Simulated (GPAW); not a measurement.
# TaF3 (Pm-3m) in GPAW: single point with LDA+U

Aim: the single point of TaF3 with LDA+U.

All numbers are computed with GPAW 26.7.0; they aren't measurements. Logs are shortened: lines on timing, memory, paths and dates and some standing lists are left out, and cuts for length are marked. The log counts tension as positive stress, the text compression.

### Step 1. The structure

It takes space group Pm-3m (No. 221, cubic). The conventional cell has a = 3.901 Å, b = 3.901 Å, c = 3.901 Å, α = 90.00°, β = 90.00°, γ = 90.00°. Around Ta (site symmetry m-3m) lie 6 F at 1.95 Å. F (site symmetry 4/mmm) is surrounded by 2 Ta at 1.95 Å.

### Step 2. Single point, LDA+U

Input file run.py:

```python
from ase.dft.bandgap import bandgap
from ase.io import read, write
from ase.units import GPa
from gpaw import GPAW, PW

atoms = read('TaF3.xyz')

calc = GPAW(mode=PW(550),
            xc='LDA',
            kpts={'size': (6, 6, 6), 'gamma': True},
            occupations={'name': 'fermi-dirac', 'width': 0.05},
            setups={'Ta': ':d,5.3'},
            nbands=31,
            maxiter=120,
            txt='gpaw.txt')
atoms.calc = calc
energy = atoms.get_potential_energy()
forces = atoms.get_forces()
stress = atoms.get_stress()
calc.write('gs.gpw')
write('result.traj', atoms)
print(f'Energy: {energy:.6f} eV')
print('Forces (eV/A):')
print(forces.round(4))
print('Stress (GPa):', (stress / GPa).round(3))
print('Fermi level:', round(calc.get_fermi_level(), 4), 'eV')
print(f'Gap: {bandgap(calc)[0]:.4f} eV, direct: {bandgap(calc, direct=True)[0]:.4f} eV')
```

Input file TaF3.xyz:

```xyz
4
Lattice="3.9012000000 0.0000000000 0.0000000000 0.0000000000 3.9012000000 0.0000000000 0.0000000000 0.0000000000 3.9012000000" Properties=species:S:1:pos:R:3 pbc="T T T"
Ta     0.0000000000      0.0000000000      0.0000000000
F      0.0000000000      0.0000000000      1.9506000000
F      0.0000000000      1.9506000000      0.0000000000
F      1.9506000000      0.0000000000      0.0000000000
```

Potentials or basis: the program's PAW data sets (release 1.2.1) made for this functional, pw.

Command:

```bash
$ OMP_NUM_THREADS=1 python run.py
```

gpaw.txt:

```text
__  _  _
 | _ |_)|_||  |
 |__||  | ||/\| - 26.7.0

Input parameters:
  mode=PW(ecut=550.0),
  kpts=MonkhorstPack(size=(6, 6, 6), gamma=True),
  maxiter=120,
  nbands=31,
  occupations=Occupations(name='fermi-dirac', width=0.05),
  setups={'Ta': ':d,5.3'},
  xc=XC(name='LDA')

Diagonalizing LCAO Hamiltonian
Converting LCAO to pw mode
   .---------.
  /|         |
 * |         |
 | |         |
 | |         |
 F .---------.
 |F         /
 Ta---F----*

Atoms  # Å, Bohr magnetons
|   | symbol |        x |        y |        z |    initial magnetic moments |
|---|--------|----------|----------|----------|-----------------------------|
| 0 |     Ta | 0.000000 | 0.000000 | 0.000000 | ( 0.0000,  0.0000,  0.0000) |
| 1 |      F | 0.000000 | 0.000000 | 1.950600 | ( 0.0000,  0.0000,  0.0000) |
| 2 |      F | 0.000000 | 1.950600 | 0.000000 | ( 0.0000,  0.0000,  0.0000) |
| 3 |      F | 1.950600 | 0.000000 | 0.000000 | ( 0.0000,  0.0000,  0.0000) |

Unit cell  # Å
| periodic |        x |        y |        z |  lengths |    angles |
|----------|----------|----------|----------|----------|-----------|
|      yes | 3.901200 | 0.000000 | 0.000000 | 3.901200 | 90.000000 |
|      yes | 0.000000 | 3.901200 | 0.000000 | 3.901200 | 90.000000 |
|      yes | 0.000000 | 0.000000 | 3.901200 | 3.901200 | 90.000000 |

Number of symmetries: 48
Symmetry operations  # r_c * U_cc + t_c -> r_c
|    | kind |            matrix            |
|----|------|------------------------------|
|  0 |  E   |  1, 0, 0,  0, 1, 0,  0, 0, 1 |
|  1 |  σ   |  1, 0, 0,  0, 1, 0,  0, 0,-1 |
|  2 |  σ   |  1, 0, 0,  0, 0, 1,  0, 1, 0 |
|  3 |  C4  |  1, 0, 0,  0, 0, 1,  0,-1, 0 |
|  4 |  C4  |  1, 0, 0,  0, 0,-1,  0, 1, 0 |
|  5 |  σ   |  1, 0, 0,  0, 0,-1,  0,-1, 0 |
|  6 |  σ   |  1, 0, 0,  0,-1, 0,  0, 0, 1 |
|  7 |  C2  |  1, 0, 0,  0,-1, 0,  0, 0,-1 |
|  8 |  σ   |  0, 1, 0,  1, 0, 0,  0, 0, 1 |
|  9 |  C2  |  0, 1, 0,  1, 0, 0,  0, 0,-1 |
| 10 |  C3  |  0, 1, 0,  0, 0, 1,  1, 0, 0 |
| 11 |  S6  |  0, 1, 0,  0, 0, 1, -1, 0, 0 |
| 12 |  S6  |  0, 1, 0,  0, 0,-1,  1, 0, 0 |
| 13 |  C3  |  0, 1, 0,  0, 0,-1, -1, 0, 0 |
| 14 |  C4  |  0, 1, 0, -1, 0, 0,  0, 0, 1 |
| 15 |  S4  |  0, 1, 0, -1, 0, 0,  0, 0,-1 |
| 16 |  C3  |  0, 0, 1,  1, 0, 0,  0, 1, 0 |
| 17 |  S6  |  0, 0, 1,  1, 0, 0,  0,-1, 0 |
| 18 |  σ   |  0, 0, 1,  0, 1, 0,  1, 0, 0 |
| 19 |  C4  |  0, 0, 1,  0, 1, 0, -1, 0, 0 |
| 20 |  C2  |  0, 0, 1,  0,-1, 0,  1, 0, 0 |
| 21 |  S4  |  0, 0, 1,  0,-1, 0, -1, 0, 0 |
| 22 |  S6  |  0, 0, 1, -1, 0, 0,  0, 1, 0 |
| 23 |  C3  |  0, 0, 1, -1, 0, 0,  0,-1, 0 |
| 24 |  S6  |  0, 0,-1,  1, 0, 0,  0, 1, 0 |
| 25 |  C3  |  0, 0,-1,  1, 0, 0,  0,-1, 0 |
| 26 |  C4  |  0, 0,-1,  0, 1, 0,  1, 0, 0 |
| 27 |  σ   |  0, 0,-1,  0, 1, 0, -1, 0, 0 |
| 28 |  S4  |  0, 0,-1,  0,-1, 0,  1, 0, 0 |
| 29 |  C2  |  0, 0,-1,  0,-1, 0, -1, 0, 0 |
| 30 |  C3  |  0, 0,-1, -1, 0, 0,  0, 1, 0 |
| 31 |  S6  |  0, 0,-1, -1, 0, 0,  0,-1, 0 |
| 32 |  C4  |  0,-1, 0,  1, 0, 0,  0, 0, 1 |
| 33 |  S4  |  0,-1, 0,  1, 0, 0,  0, 0,-1 |
| 34 |  S6  |  0,-1, 0,  0, 0, 1,  1, 0, 0 |
| 35 |  C3  |  0,-1, 0,  0, 0, 1, -1, 0, 0 |
| 36 |  C3  |  0,-1, 0,  0, 0,-1,  1, 0, 0 |
| 37 |  S6  |  0,-1, 0,  0, 0,-1, -1, 0, 0 |
| 38 |  σ   |  0,-1, 0, -1, 0, 0,  0, 0, 1 |
| 39 |  C2  |  0,-1, 0, -1, 0, 0,  0, 0,-1 |
| 40 |  σ   | -1, 0, 0,  0, 1, 0,  0, 0, 1 |
| 41 |  C2  | -1, 0, 0,  0, 1, 0,  0, 0,-1 |
| 42 |  C2  | -1, 0, 0,  0, 0, 1,  0, 1, 0 |
| 43 |  S4  | -1, 0, 0,  0, 0, 1,  0,-1, 0 |
| 44 |  S4  | -1, 0, 0,  0, 0,-1,  0, 1, 0 |
| 45 |  C2  | -1, 0, 0,  0, 0,-1,  0,-1, 0 |
| 46 |  C2  | -1, 0, 0,  0,-1, 0,  0, 0, 1 |
| 47 |  i   | -1, 0, 0,  0,-1, 0,  0, 0,-1 |

BZ-sampling:
  Number of BZ points: 216
  Number of IBZ points: 20

  Monkhorst-Pack size: [6, 6, 6]
  Monkhorst-Pack shift: [0.08333333333333333, 0.08333333333333333, 0.08333333333333333]

K-points  # in reciprocal-cell coordinates
|     |                                coordinates |     weight |
|-----|--------------------------------------------|------------|
|   0 | (  0.00000000,   0.00000000,   0.00000000) | 0.00462963 |
|   1 | (  0.16666667,   0.00000000,   0.00000000) | 0.02777778 |
|   2 | (  0.16666667,   0.16666667,   0.00000000) | 0.05555556 |
|   3 | (  0.16666667,   0.16666667,   0.16666667) | 0.03703704 |
|   4 | (  0.33333333,   0.00000000,   0.00000000) | 0.02777778 |
|   5 | (  0.33333333,   0.16666667,   0.00000000) | 0.11111111 |
|   6 | (  0.33333333,   0.16666667,   0.16666667) | 0.11111111 |
|   7 | (  0.33333333,   0.33333333,   0.00000000) | 0.05555556 |
|   8 | (  0.33333333,   0.33333333,   0.16666667) | 0.11111111 |
|   9 | (  0.33333333,   0.33333333,   0.33333333) | 0.03703704 |
| ... |                                            |            |
|  19 | (  0.50000000,   0.50000000,   0.50000000) | 0.00462963 |

Plane wave coefficients: 1755
Cutoff: 550.0 eV

Spin-components: 1 (collinear spins)
Bands:           31
Projectors:      21
Spin-degeneracy: 2
Datatype:        complex128

Parallelization:
  kpt:    1
  domain: 1
  band:   1

Density:
  Valence electrons: 34.0
  Components: 1
  Grid points: [24 24 24]
  Charge: 0.0  # |e|

Potential:
  Grid points: [24 24 24]

species:
  Ta:
    name:    Tantalum
    Z:       73.0
    valence: 13
    core:    60
    charge:  0.0  # [|e|]
    Hubbard: {U: 5.3,  # eV
              l: 2,
              scale: True}
    compensation charges:
      type: gauss
      rc: 0.42  # [Å]
      lmax: 2
    cutoffs:
      filter: 2.36  # [Å]
      core: 3.45  # [Å]
    projectors
    | kind |    occ | energy [eV] | rcut [Å] |
    |------|--------|-------------|----------|
    |   5s |  2.000 |     -72.979 |    1.365 |
    |   6s |  2.000 |      -5.599 |    1.365 |
    |   5p |  6.000 |     -39.590 |    1.349 |
    |   6p |  0.000 |      -1.483 |    1.349 |
    |   5d |  3.000 |      -3.794 |    1.307 |
    |    d |        |      23.417 |    1.307 |

    Using partial waves for Ta as LCAO basis

  F:
    name:    Fluorine
    Z:       9.0
    valence: 7
    core:    2
    charge:  0.0  # [|e|]
    compensation charges:
      type: gauss
      rc: 0.20  # [Å]
      lmax: 2
    cutoffs:
      filter: 1.14  # [Å]
      core: 0.74  # [Å]
    projectors
    | kind |    occ | energy [eV] | rcut [Å] |
    |------|--------|-------------|----------|
    |   2s |  2.000 |     -29.647 |    0.635 |
    |   2p |  5.000 |     -11.293 |    0.635 |
    |    s |        |      -2.435 |    0.635 |
    |    p |        |      15.918 |    0.635 |
    |    d |        |       0.000 |    0.635 |

    Using partial waves for F as LCAO basis

Reference energy: -432019.195958  # eV

eigensolver:
  PPCG
  Converge bands: occupied
  niter=2

density mixing:
  MSR1-Mixer
  Pratt-step length: 0.05
  Maximum mixing coefficient: 0.75
  Old densities: 10
  SVD Regularization: 0.005
  Good broyden scale: 1.0
  Trust region scale: 1.0
  Backstep threshold: 4.0
  History deletion threshold: 6.0
  Fourier metric: weight=20.0, sigma=0.015

occupation numbers:
  Fermi-Dirac:
    width: 0.0500  # eV

poisson solver:
  ecut: 4400.0  # eV

xc functional:
  name: None

convergence criteria:
- Maximum [total energy] change in last 3 cyles: 0.0005 eV / valence electron
- Maximum integral of absolute [dens]ity change: 0.0001 electrons / valence electron
- Maximum integral of absolute [eigenst]ate change: 4e-08 eV^2 / valence electron
maximum number of iterations: 120

SCF iterations
|iter     | |      energy | eigst |  dens |
|---------|-|-------------|-------|-------|
|iter:   1| |  -22.609176 | +0.00 |       |
|iter:   2| |  -22.230881 | -2.18 | -1.13 |
|iter:   3| |  -21.290986 | -0.98 | -1.18 |
|iter:   4| |  -21.335943 | -3.23 | -1.72 |
|iter:   5| |  -21.372415 | -3.01 | -1.98 |
|iter:   6| |  -21.373653 | -4.46 | -2.72 |
|iter:   7| |  -21.373666c| -5.70 | -3.05 |
|iter:   8| |  -21.373829c| -5.57 | -3.35 |
|iter:   9| |  -21.373828c| -7.91c| -4.33c|

Converged in 9 steps
Energy contributions relative to reference atoms: (reference = -432019.195958)

Energy contributions:
  Kinetic:          59.361209
  Coulomb:         -56.391938
  Zero:              0.356701
  External:          0.000000
  Xc:              -24.687009
  Entropy:          -0.025584
  Spinorbit:         0.000000
  ----------------------------
  Free energy:     -21.386620
  Extrapolated:    -21.373828

dipole moment: (-37.138920, -37.138920, -37.138920)  # |e|*Ang

Fermi level: 7.052
Eigenvalues  # (at kpt = [0.000, 0.000, 0.000])
| band index |      eig [eV] | occ [0-2] |
|------------|---------------|-----------|
|          0 |       -63.538 |     2.000 |
|        ... |               |           |
|         12 |        -2.139 |     2.000 |
|         13 |        -2.127 |     2.000 |
|         14 |        -2.127 |     2.000 |
|         15 |        -2.127 |     2.000 |
|         16 |         5.752 |     2.000 |
|         17 |         5.752 |     2.000 |
[... 8 lines left out ...]
|         26 |        16.164 |     0.000 |
|         27 |        16.164 |     0.000 |
|        ... |               |           |
|         30 |        23.544 |     0.000 |

No gap
No difference between direct/indirect transitions

Forces  # eV/Ang
|        x |        y |        z |
|----------|----------|----------|
| -0.00000 | -0.00000 | -0.00000 |  # Ta   0
| -0.00000 | -0.00000 | -0.00000 |  # F    1
|  0.00000 | -0.00000 | -0.00000 |  # F    2
| -0.00000 |  0.00000 |  0.00000 |  # F    3

Stress tensor  # eV/Ang^3
|         x |         y |         z |
|-----------|-----------|-----------|
| -0.119982 |  0.000000 |  0.000000 |
|  0.000000 | -0.119982 |  0.000000 |
|  0.000000 |  0.000000 | -0.119982 |

# Writing to gs.gpw (mode='')
```

It took 18 s on 1 thread of Arm Neoverse V2, shared host; peak memory 0.17 GiB.

These settings aren't checked as converged: the numbers below hold their error.

Results:

- Free energy: -21.3866 eV
- Pressure: 19.2 GPa
- Band gap on the k mesh: none (metal or under the smearing width)

Caveat: the cutoff is short for stress and forces, so pressures can be off by a GPa or more; U without spin polarisation on a metal has little footing.
